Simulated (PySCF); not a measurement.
**GdF3(H2O): other functionals and bases at one geometry**

Aim: see how levels, charges and forces of GdF3(H2O) depend on the level of theory. The structure is generated, not taken from experiment.

Method: several levels, as the steps say, no spin–orbit coupling; program: PySCF 2.14.0.

3 further runs of the same task are left out: 2 for a known fault of the program, 1 set aside as unsound or not needed.

## Step 1: The system as given

7 atoms, charge 0, spin multiplicity 1.

Bond lengths: Gd1–F2 2.057 Å, Gd1–F3 2.054 Å, Gd1–F4 2.057 Å, Gd1–O5 2.448 Å, O5–H6 0.968 Å, O5–H7 0.968 Å. Angles: F2–Gd1–F3 115.5°, F2–Gd1–F4 118.3°, F2–Gd1–O5 100.5°, F3–Gd1–F4 115.5°, F3–Gd1–O5 102.3°, F4–Gd1–O5 100.5°, Gd1–O5–H6 126.9°, Gd1–O5–H7 126.9°, H6–O5–H7 106.2°.

Geometry (Å):

```xyz
7
charge 0, multiplicity 1
Gd    0.08549   -0.08104    0.08104
F     1.10908    1.34947    1.14743
F    -1.30951   -1.14668    1.14668
F     1.10908   -1.14743   -1.34947
O    -1.31579    1.33818   -1.33818
H    -1.66315    2.21519   -1.12037
H    -1.66315    1.12037   -2.21519
```

Formal oxidation states: Gd +3. Each metal's 7 4f electrons lie in its core potential, so multiplicities, spins and levels count the valence alone. An earlier session relaxed this geometry at r2SCAN, Gd lcecp-1-SVP with ECP53, F def2-SVP, O def2-SVP, H def2-SVP (singlet, point group Cs).

At r2SCAN on the finer grid: E = -411.706414 Eh, HOMO -7.88 eV, LUMO -1.29 eV, Mulliken charge on Gd1 +1.18 e, largest force component 0.013 eV/Å. 

Levels to run: HF; TPSSh; M06-L; TPSS; PBE0, SVP. Hardware: 2 threads of Intel Xeon Platinum 8259CL at 2.50GHz (Skylake/Cascade Lake), shared host.

## Step 2: HF

Contents of run.py (the lines that set the calculation):

```python
mol = gto.M(atom='''
Gd     0.08549    -0.08104     0.08104
F      1.10908     1.34947     1.14743
F     -1.30951    -1.14668     1.14668
F      1.10908    -1.14743    -1.34947
O     -1.31579     1.33818    -1.33818
H     -1.66315     2.21519    -1.12037
H     -1.66315     1.12037    -2.21519''',
    basis={'Gd': 'lcecp-1-SVP', 'F': 'def2-SVP', 'O': 'def2-SVP', 'H': 'def2-SVP'},
    ecp={'Gd': 'lcecp-1-SVP'},
    charge=0, spin=0)
mf = scf.RHF(mol)
mf = mf.density_fit()  # fitting sets: Gd AutoAux, F def2-universal-JKFIT, O def2-universal-JKFIT, H def2-universal-JKFIT
mf.conv_tol = 1e-08; mf.max_cycle = 55
mf.kernel(dm0)  # dm0: the density of the relaxed state
```

Started as:

```
OMP_NUM_THREADS=2 python run.py
```

## Step 3: TPSSh

run.py (the lines that set the calculation), as its differences from that of step 2:

```diff
@@ -11,3 +11,4 @@
     charge=0, spin=0)
-mf = scf.RHF(mol)
+mf = dft.RKS(mol, xc='TPSSH')
+mf.grids.atom_grid = (75, 302)  # f atoms: unpruned, at least (60, 302)
 mf = mf.density_fit()  # fitting sets: Gd AutoAux, F def2-universal-JKFIT, O def2-universal-JKFIT, H def2-universal-JKFIT
```

## Step 4: M06-L

run.py (the lines that set the calculation), as its differences from that of step 3:

```diff
@@ -11,3 +11,3 @@
     charge=0, spin=0)
-mf = dft.RKS(mol, xc='TPSSH')
+mf = dft.RKS(mol, xc='M06L')
 mf.grids.atom_grid = (75, 302)  # f atoms: unpruned, at least (60, 302)
```

## Step 5: TPSS

run.py (the lines that set the calculation), as its differences from that of step 4:

```diff
@@ -11,3 +11,3 @@
     charge=0, spin=0)
-mf = dft.RKS(mol, xc='M06L')
+mf = dft.RKS(mol, xc='TPSS')
 mf.grids.atom_grid = (75, 302)  # f atoms: unpruned, at least (60, 302)
```

## Step 6: PBE0, SVP

Basis: Gd def2-SVP with ECP28, F def2-SVP, O def2-SVP, H def2-SVP. The 4f electrons are now in the valence.

Contents of run.py (the lines that set the calculation):

```python
mol = gto.M(atom='''
Gd     0.08549    -0.08104     0.08104
F      1.10908     1.34947     1.14743
F     -1.30951    -1.14668     1.14668
F      1.10908    -1.14743    -1.34947
O     -1.31579     1.33818    -1.33818
H     -1.66315     2.21519    -1.12037
H     -1.66315     1.12037    -2.21519''',
    basis={'Gd': 'def2-SVP', 'F': 'def2-SVP', 'O': 'def2-SVP', 'H': 'def2-SVP'},
    ecp={'Gd': 'def2-SVP'},
    charge=0, spin=7)
mf = dft.UKS(mol, xc='PBE0')
mf.grids.atom_grid = (75, 302)  # f atoms: unpruned, at least (60, 302)
mf = mf.density_fit()  # fitting sets: Gd def2-universal-JKFIT, F def2-universal-JKFIT, O def2-universal-JKFIT, H def2-universal-JKFIT
mf.conv_tol = 1e-08; mf.max_cycle = 55
mf.kernel(dm0)  # dm0: free metal ions and neutral atoms
```

**Question.** What will these runs give? Wanted: for each run, HOMO; gap; charge on Gd1; dipole; largest force.

The runs gave:

| level | state | HOMO (eV) | gap (eV) | charge on Gd1 (e) | dipole (D) | largest force (eV/Å) | basis functions | time |
| --- | --- | --- | --- | --- | --- | --- | --- | --- |
| r2SCAN (relaxed here) | singlet | -7.88 | 6.59 | 1.18 | 6.92 | 0.01 | 99 | 58 s |
| HF | singlet | -14.55 | 15.65 | 1.73 | 7.40 | 0.91 | 99 | 4.9 s |
| TPSSh | singlet | -8.30 | 6.84 | 1.17 | 6.92 | 0.13 | 99 | 13 s |
| M06-L | singlet | -7.72 | 6.49 | 1.35 | 6.88 | 0.13 | 99 | 16 s |
| TPSS | singlet | -7.53 | 5.78 | 1.09 | 6.84 | 0.32 | 99 | 17 s |
| PBE0, SVP | octet | -8.99 | 6.69 | 1.35 | 6.85 | 0.64 | 144 | 59 s |

Times are on 2 threads of Intel Xeon Platinum 8259CL at 2.50GHz (Skylake/Cascade Lake), shared host; the first row also made further properties.

In one basis the HOMO–LUMO gap runs from 5.78 eV (TPSS) to 15.65 eV (HF). The largest leftover force, 0.91 eV/Å with HF, stands at a geometry relaxed at another level. The Mulliken charge on Gd spans +1.09 to +1.73 e over the levels. With 4f in the core, its levels are missing from HOMO and gap. Total energies of different levels can't be compared. Spin–orbit coupling is left out throughout.
